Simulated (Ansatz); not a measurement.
# BH5Se: the cost of one run

Program: the Python package of Ansatz 0.2.0. The levels of theory stand in the script. These are calculated values, not measurements.

### Step 1. The system

Bond lengths: B1–Se2 2.003 Å, B1–H3 1.174 Å, B1–H4 1.173 Å, B1–H5 1.257 Å, Se2–H6 1.541 Å, Se2–H7 1.548 Å. Angles: B1–Se2–H6 92.0°, B1–Se2–H7 90.1°, H6–Se2–H7 91.4°, Se2–B1–H3 112.8°, Se2–B1–H4 108.3°, Se2–B1–H5 107.6°, H3–B1–H4 114.2°, H3–B1–H5 105.2°, H4–B1–H5 108.5°.

No structure file is read: the coordinates are typed or built in the script.

### Step 2. Script

The input, basis_bh5se.py:

```python
"""Basis-set convergence for BH5Se."""

import logging
import sys

import ansatz as az

logging.basicConfig(stream=sys.stdout, format="%(name)s: %(message)s")
log = logging.getLogger("calc")
log.setLevel(logging.INFO)

FUNCTIONAL = "PBE0"


def main() -> None:
    geometry_ang = [
        ("B", [-0.5114, -0.3552, -0.4278]),
        ("Se", [1.0436, 0.8423, -0.0261]),
        ("H", [-0.9321, -0.8911, 0.5288]),
        ("H", [-0.2003, -1.0858, -1.2911]),
        ("H", [-1.4522, 0.3702, -0.8391]),
        ("H", [0.3802, 1.3612, 1.2641]),
        ("H", [1.7335, -0.3095, 0.7454]),
    ]
    geometry = az.Crystal.molecule()
    for symbol, xyz in geometry_ang:
        geometry = geometry.atom(symbol, xyz)

    job = (
        geometry.calculation()
        .functional(FUNCTIONAL)
        .accuracy("medium")
    )

    energies = {}
    for basis in ["cc-pVDZ", "cc-pVTZ"]:
        data = job.basis(gaussian=basis).run(threads=1).report
        size = data["n_frozen"] + data["n_occupied"][0] + data["n_virtual"][0]
        energies[basis] = (data["reference_energy_ev"] / 27.211386246, data["free_energy_ev"] / 27.211386246)
        log.info(f"{basis:14s} {size:4d} orbitals  reference {energies[basis][0]:14.6f} Ha  total {energies[basis][1]:14.6f} Ha")

    last = energies["cc-pVTZ"][1]
    for basis, (_, total) in energies.items():
        log.info(f"{basis:14s} lies {27.211386 * (total - last):9.4f} eV above cc-pVTZ")


if __name__ == "__main__":
    main()
```

### Step 3. The calls as engine input

The engine receives this input (first run):

```yaml
crystal:
  periodic: [false, false, false]
  atoms:
    - { symbol: B, position_ang: [-0.5114, -0.3552, -0.4278] }
    - { symbol: Se, position_ang: [1.0436, 0.8423, -0.0261] }
    - { symbol: H, position_ang: [-0.9321, -0.8911, 0.5288] }
    - { symbol: H, position_ang: [-0.2003, -1.0858, -1.2911] }
    - { symbol: H, position_ang: [-1.4522, 0.3702, -0.8391] }
    - { symbol: H, position_ang: [0.3802, 1.3612, 1.2641] }
    - { symbol: H, position_ang: [1.7335, -0.3095, 0.7454] }
accuracy: medium
basis:
  gaussian:
    orbitals: cc-pVDZ
hamiltonian:
  xc: pbe0
```

### Step 4. Running it

Command:

```
> python basis_bh5se.py
```

**Question.** How long does this script take on 1 thread of Arm Neoverse V2, shared host, and how much memory does it need?

About 4.3 s, with a peak of 0.3 GiB.
